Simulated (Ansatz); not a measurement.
# TiSeS3: the cost of one run

Computed with Ansatz 0.2.0 (DFT PBE, scalar-relativistic, plane waves, PAW, unless a step's input says otherwise).

### 1 Starting point

Symmetry: Pm-3m, No. 221, cubic system. The conventional cell has a = 4.812 Å, b = 4.812 Å, c = 4.812 Å, α = 90.00°, β = 90.00°, γ = 90.00°. Ti (site symmetry m-3m) is surrounded by 12 S at 3.40 Å. Se (site symmetry m-3m) has 6 S at 2.41 Å as nearest neighbours. Around S (site symmetry 4/mmm) lie 2 Se at 2.41 Å and 4 Ti at 3.40 Å and 8 S at 3.40 Å.

Structure file:

```xyz
5
Lattice="4.8121 0.0000 0.0000 0.0000 4.8121 0.0000 0.0000 0.0000 4.8121" Properties=species:S:1:pos:R:3 pbc="T T T"
Ti    0.0000    0.0000    0.0000
Se    2.4061    2.4061    2.4061
S     0.0000    2.4061    2.4061
S     2.4061    0.0000    2.4061
S     2.4061    2.4061    0.0000
```

The cell is invented: species swapped into a database cell of ErBRh3 (Pm-3m, No. 221), with Ti on the Er sites, Se on the B sites and S on the Rh sites. Lengths come from tabulated atomic sizes and are only a guess.

### 2 A first look at the guess

input.yaml reads:

```yaml
crystal:
  lattice:
    - [4.81212388, 0.0, 0.0]
    - [0.0, 4.81212388, 0.0]
    - [0.0, 0.0, 4.81212388]
  atoms:
    - { symbol: Ti, position: [0.0, 0.0, 0.0], spin: 1.0 }
    - { symbol: Se, position: [0.5, 0.5, 0.5] }
    - { symbol: S, position: [0.0, 0.5, 0.5] }
    - { symbol: S, position: [0.5, 0.0, 0.5] }
    - { symbol: S, position: [0.5, 0.5, 0.0] }
basis:
  ecutwfc: 420
kpoints:
  mp_grid: { grid: [4, 4, 4] }
hamiltonian:
  xc: pbe
scf:
  occupations: { method: gaussian, width: 0.1 }
  lower_state_search: "off"
output:
  forces: true
  stress: true
  eigenvalues: true
  populations: true
magnetization:
  spin_polarized: true
```

Run with:

```bash
> ansatz run input.yaml --threads 1 --pin off --max-ram 2560MiB --backend cpu --events-out ev --progress --plain --runs-dir out
```

Q: Estimate wall time and peak memory on 1 thread of Intel Xeon Platinum 8259CL at 2.50GHz (Skylake/Cascade Lake), shared host.

About 12 s, with a peak of 0.48 GiB.
